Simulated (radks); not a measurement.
# Excited configurations of Au

The task here is to estimate one member of a computed series from the others.

Program: radks (a radial shooting solver on a logarithmic mesh, Libxc functionals) version 1. Level of theory: scalar-relativistic Kohn-Sham, SCAN, spin-polarised, spherical densities, finite nucleus; open shells are filled with parallel spins first. These are calculated values, not measurements, unless marked.

2 further runs of the same task are left out: 2 that didn't finish.

## Starting point

| Item | Value |
| --- | --- |
| element | gold (Z = 79) |
| charge | 0 |
| electrons | 79 |
| configuration | [Xe] 4f14 5d10 6s1 |
| nuclear rms radius | 5.4371 fm |

The outer shells:

Au
```
[Xe] core
4f [↑↓][↑↓][↑↓][↑↓][↑↓][↑↓][↑↓]
5d [↑↓][↑↓][↑↓][↑↓][↑↓]
6s [↑ ]
```

Set-up of the first run:

The run's settings:

```text
Z 79
configuration [Xe] 4f14 5d10 6s1
relativity scalar-relativistic
functional scan,scan
spin polarised
nucleus finite rms 5.4371 fm
c 137.035999084
```

Steps of the session up to this table: Ground configuration: [Xe] 4f14 5d10 6s1.

One table of the session follows, with a row left open; its other results are not shown here.

It belongs to the step «Ground configuration: [Xe] 4f14 5d10 6s1». Radial moments (bohr):

```
  level     <r>  outermost maximum (interpolated)  90 % within  nodes
  4f up  0.4987                             0.376        0.801      0
4f down  0.4987                             0.376        0.801      0
5p down   1.073                             0.955         1.56      3
  5p up       ?                                 ?            ?      ?
  5d up   1.635                              1.21         2.62      2
5d down   1.593                              1.20         2.52      2
  6s up   2.816                              2.32         4.20      5
6s down   2.842                              2.28         4.31      5
```

Q: Estimate the row for 5p up from the others.

**Answer.** <r>: 1.073; outermost maximum (interpolated): 0.954; 90 % within: 1.56; nodes: 3.
